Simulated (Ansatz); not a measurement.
# C2H2SSe: the cost of one run

Method: RHF/def2-TZVP; program: Ansatz 0.2.0.

**1. The system as given**

SMILES `SC#C[SeH]`, 6 atoms, charge 0, spin multiplicity 1.

Atoms are counted from 1 here; the program's logs count them from 0.

Bond lengths: S1–C2 1.681 Å, S1–H5 1.372 Å, C2–C3 1.238 Å, C3–Se4 1.818 Å, Se4–H6 1.496 Å. Angles: C2–S1–H5 98.5°, S1–C2–C3 173.8°, C2–C3–Se4 173.3°, C3–Se4–H6 96.6°.

As a file:

```tsv
atom	x (Å)	y (Å)	z (Å)
S1	1.35569	-0.19585	-1.92832
C2	0.27104	-0.10118	-0.64798
C3	-0.57488	0.08103	0.23760
Se4	-1.92204	0.18368	1.45395
H5	2.16169	-1.19268	-1.43834
H6	-1.29148	1.22500	2.32309
```

This geometry comes from a loose relaxation at PBE in a small basis, which is not shown.

**3. Plan of the scan**

First coordinate, bond length S1–C2: 15 values from 1.385 to 2.533 Å. Second coordinate, bond length S1–H5: 15 values from 1.143 to 1.861 Å.

Nothing else is relaxed (all other coordinates rigid). Energies count from the relaxed molecule at the same level.

(The set-up runs are not shown.)

**4. The run at bond length S1–C2 = 1.549 Å, bond length S1–H5 = 1.810 Å**

input.yaml reads:

```yaml
crystal:
  periodic: [false, false, false]
  atoms:
    - { symbol: S, position_ang: [1.362964, -0.196257, -1.905574] }
    - { symbol: C, position_ang: [0.338207, -0.092704, -0.748617] }
    - { symbol: C, position_ang: [-0.480196, 0.051563, 0.101314] }
    - { symbol: Se, position_ang: [-1.806712, 0.174619, 1.354911] }
    - { symbol: H, position_ang: [2.388543, -1.515291, -1.209559] }
    - { symbol: H, position_ang: [-1.160372, 1.190408, 2.17453] }
basis:
  gaussian: { orbitals: def2-TZVP }
hamiltonian:
  xc: hf
output:
  forces: true
```

Run with:

```bash
> ansatz run input.yaml --threads 1 --pin off --max-ram 2560MiB --backend cpu --events-out ev --progress --plain --runs-dir out
```

Q: Estimate wall time and peak memory on 1 thread of Arm Neoverse V2, shared host.

About 4.6 s, with a peak of 0.36 GiB.
